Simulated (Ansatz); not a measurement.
Relaxation of a periodic cell of 17 atoms, Mg8HO8 (host MgO, host structure Fm-3m, interstitial H), cell charge +1, to a largest force component of 0.03 eV/Å in at most 60 steps.

All numbers below come from Ansatz 0.2.0, DFT PBE, scalar-relativistic, plane waves, PAW. Settings: PAW set soft_1, cutoff 420 eV, k mesh 2x2x2, gaussian smearing 0.05 eV, no spin polarisation.

```xyz
17
Lattice="0.0000 4.2270 4.2270 4.2270 0.0000 4.2270 4.2270 4.2270 0.0000" Properties=species:S:1:pos:R:3:forces:R:3
Mg 0.000 0.000 0.000 -1.30 1.43 1.54
O 2.114 2.114 2.114 -0.56 0.52 0.50
Mg 2.114 2.114 0.000 -0.70 0.61 -0.69
O 4.227 4.227 2.114 0.00 0.01 0.00
Mg 2.114 0.000 2.114 -0.79 -0.70 0.62
O 4.227 2.114 4.227 0.00 0.00 0.01
Mg 4.227 2.114 2.114 0.71 0.80 0.72
O 6.340 4.227 4.227 0.00 0.00 0.00
Mg 0.000 2.114 2.114 -1.60 -1.74 -1.62
O 2.114 4.227 4.227 -0.43 -0.40 -0.42
Mg 2.114 4.227 2.114 1.50 1.37 -1.27
O 4.227 6.340 4.227 0.52 0.55 -0.59
Mg 2.114 2.114 4.227 1.26 -1.14 1.24
O 4.227 4.227 6.340 0.65 -0.70 0.66
Mg 4.227 4.227 4.227 0.62 -0.71 -0.79
O 6.340 6.340 6.340 0.01 0.00 0.00
H 0.996 3.168 3.120 0.11 0.10 0.10
```

Where does it end, and by what steps?

The forces met the threshold. The force dipped under the threshold on the way, but the program's further checks kept it going. Limits of this set-up: coarse k mesh, charged cell in a uniform background, uncorrected. After 9 steps the energy has fallen by 2.079 eV; H17 moved furthest, 0.75 Å. Parted: Mg13–H17 (1.89 → 2.66 Å). Joined: O14–H17 (1.77 → 0.98 Å).

```
step  energy less start (eV)  largest force component (eV/Å)  accepted
   0                  0.0000                           1.739       yes
   1                 -0.6346                           0.461       yes
   2                 -0.7246                           0.325       yes
   3                 -0.8206                           0.693       yes
   4                 -1.3534                           1.655       yes
   5                 -1.8784                           1.277       yes
   6                 -2.0654                           0.340       yes
   7                 -2.0717                           0.255       yes
   8                 -2.0788                           0.008       yes
   9                 -2.0788                           0.008       yes
```

```xyz
17
Lattice="0.0000 4.2270 4.2270 4.2270 0.0000 4.2270 4.2270 4.2270 0.0000" Properties=species:S:1:pos:R:3
Mg -0.012 0.009 0.164
O 2.116 2.108 2.133
Mg 2.137 2.086 0.024
O 4.277 4.173 2.164
Mg 2.106 -0.044 2.154
O 4.242 2.079 4.258
Mg 4.267 2.118 2.154
O 6.371 4.208 4.258
Mg -0.013 1.945 2.101
O 2.116 4.204 4.230
Mg 2.277 4.236 2.102
O 4.246 6.335 4.230
Mg 2.120 2.103 4.234
O 4.246 4.205 6.360
Mg 4.267 4.183 4.220
O 6.371 6.306 6.357
H 0.585 3.636 2.699
```

Time of the run: 34 s on 1 thread of Arm Neoverse V2, with other jobs on the host, peak memory 0.41 GiB.
